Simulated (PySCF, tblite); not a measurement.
**C4H10NPSi: geometry, infrared bands and NMR shifts**

Aim: predict the infrared bands and NMR shifts of C4H10NPSi (`P[SiH2]/N=C/C1CC1`).

The runs use tblite 0.8.0 and PySCF 2.14.0, with density-fitted response routines of our own; the level of theory stands in each step. All values are computed, except where a source is named. Atoms count from 0, in the outputs and in this text.

## (1) Starting geometry

17 atoms, charge 0, multiplicity 1; geometry from: force field or distance geometry start.

Bonds of the start (Å): P0–Si1 2.20, Si1–N2 1.75, N2–C3 1.29, C3–C4 1.49, C4–C5 1.52, C5–C6 1.53, C6–C4 1.52, P0–H7 1.46, P0–H8 1.45, Si1–H9 1.50, Si1–H10 1.48, C3–H11 1.11, C4–H12 1.12, C5–H13 1.09, C5–H14 1.10, C6–H15 1.08, C6–H16 1.12.

## (2) Geometry optimisation with GFN2-xTB

What the job is given:

```
{"job": {"kind": "relax", "xc": "GFN2-xTB", "basis": "xTB"}, "charge": 0, "multiplicity": 1}
P      4.052300     0.522000    -0.733100
Si     2.284100    -0.656900    -0.160600
N      0.833800     0.306000     0.021300
C     -0.317300    -0.234400     0.260600
C     -1.526100     0.621700     0.410000
C     -2.711800    -0.156700     0.963200
C     -2.731600     0.376800    -0.474600
H      3.926400     1.928800    -0.352400
H      5.185900    -0.009900     0.006800
H      2.646200    -1.351900     1.118400
H      2.146600    -1.764300    -1.133600
H     -0.397200    -1.330700     0.383800
H     -1.404400     1.687100     0.731600
H     -3.241800     0.381600     1.750600
H     -2.678800    -1.251500     0.981800
H     -2.661700    -0.318500    -1.294500
H     -3.411700     1.263000    -0.541000
```

Command:

```bash
OMP_NUM_THREADS=1 python probes_run.py task.json out
```

This one command runs all jobs of the session in turn.

**Question.** This job is followed by: GFN2-xTB harmonic vibrations, gas phase; GIAO PBE0/pcSseg-1 NMR shielding, non-relativistic, gas phase. What will the session give for the following? strongest single infrared mode (GFN2-xTB); zero-point energy (GFN2-xTB); 13C shifts against TMS (PBE0/pcSseg-1, means over atoms taken as alike); 1H shifts against TMS (PBE0/pcSseg-1, means over atoms taken as alike); 31P shifts against H3PO4 (PBE0/pcSseg-1); 29Si shifts against TMS (PBE0/pcSseg-1); 15N shifts against NH3 (PBE0/pcSseg-1).

The runs gave:

```
                                                               quantity                                   value
                              strongest single infrared mode (GFN2-xTB)                   1727 cm⁻¹, 426 km/mol
                                           zero-point energy (GFN2-xTB)                           78.7 kcal/mol
13C shifts against TMS (PBE0/pcSseg-1, means over atoms taken as alike)                    185.2, 26.8, 8.6 ppm
 1H shifts against TMS (PBE0/pcSseg-1, means over atoms taken as alike)  7.72, 5.50, 1.77, 1.12, 0.98, 0.74 ppm
                               31P shifts against H3PO4 (PBE0/pcSseg-1)                              -298.9 ppm
                                29Si shifts against TMS (PBE0/pcSseg-1)                               -42.0 ppm
                                 15N shifts against NH3 (PBE0/pcSseg-1)                               354.8 ppm
```

What this shows: The optimisation took 147 steps and gained 1.132 eV; among the close pairs (by a distance rule), P0–H7 changed most, from 1.463 to 1.380 Å. All 45 modes are real, so the xTB geometry is a minimum. The strongest single mode, at 1727 cm⁻¹, moves mainly C3 and N2. GFN2-xTB is a fitted tight-binding method: band positions and strengths are rough. Its intensities can rank the bands wrongly. At PBE0/pcSseg-1: Shielding is most anisotropic at N2 (span 644 ppm, paramagnetic term -417 ppm).
